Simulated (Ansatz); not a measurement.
# ClH3OSZn: the cost of one run

Method: RKS PBE/def2-SVP, in Ansatz 0.2.0.

## (1) Starting point

Bond lengths: Zn1–O2 2.140 Å, O2–H3 1.010 Å, Zn1–Cl4 2.240 Å, Zn1–S5 2.570 Å, S5–H6 1.400 Å. Angles: Zn1–O2–H3 109.5°, O2–Zn1–Cl4 180.0°, O2–Zn1–S5 71.6°, Cl4–Zn1–S5 108.4°, Zn1–S5–H6 109.5°.

As a file:

```xyz
7

Zn    0.0000    0.0000    0.0000
O     0.0000    0.0000    2.1400
H    -0.9095   -0.2814    2.4771
Cl    0.0000    0.0000   -2.2400
S     2.3521    0.6448    0.8104
H     2.9625   -0.4662    1.4048
H     1.2212    0.3348    1.9608
```

## (2) A restrained relaxation towards end A

Springs on the bonds that form and break draw the guess towards this end; the thresholds are loose.

input.yaml

```yaml
crystal:
  periodic: [false, false, false]
  atoms:
    - { symbol: Zn, position_ang: [0.0, 0.0, 0.0] }
    - { symbol: O, position_ang: [0.0, 0.0, 2.14] }
    - { symbol: H, position_ang: [-0.9095, -0.2814, 2.4771] }
    - { symbol: Cl, position_ang: [0.0, 0.0, -2.24] }
    - { symbol: S, position_ang: [2.3521, 0.6448, 0.8104] }
    - { symbol: H, position_ang: [2.9625, -0.4662, 1.4048] }
    - { symbol: H, position_ang: [1.2212, 0.3348, 1.9608] }
basis:
  gaussian: { orbitals: def2-SVP }
hamiltonian:
  xc: pbe
relax:
  f_tol: 0.15
  max_steps: 25
  restrain:
    - { distance: [0, 4], at: 3.47, k: 30.0 }
    - { distance: [6, 1], at: 2.21, k: 30.0 }
    - { distance: [0, 1], at: 1.79, k: 30.0 }
    - { distance: [6, 4], at: 1.4, k: 30.0 }
```

Started as:

```console
> ansatz run input.yaml --threads 2 --pin off --max-ram 3072MiB --backend cpu --events-out ev --progress --plain --runs-dir out
```

**Question.** How long does this run take on 2 threads of Arm Neoverse V1, shared host, and how much memory does it need?

About 18 s, with a peak of 0.15 GiB.
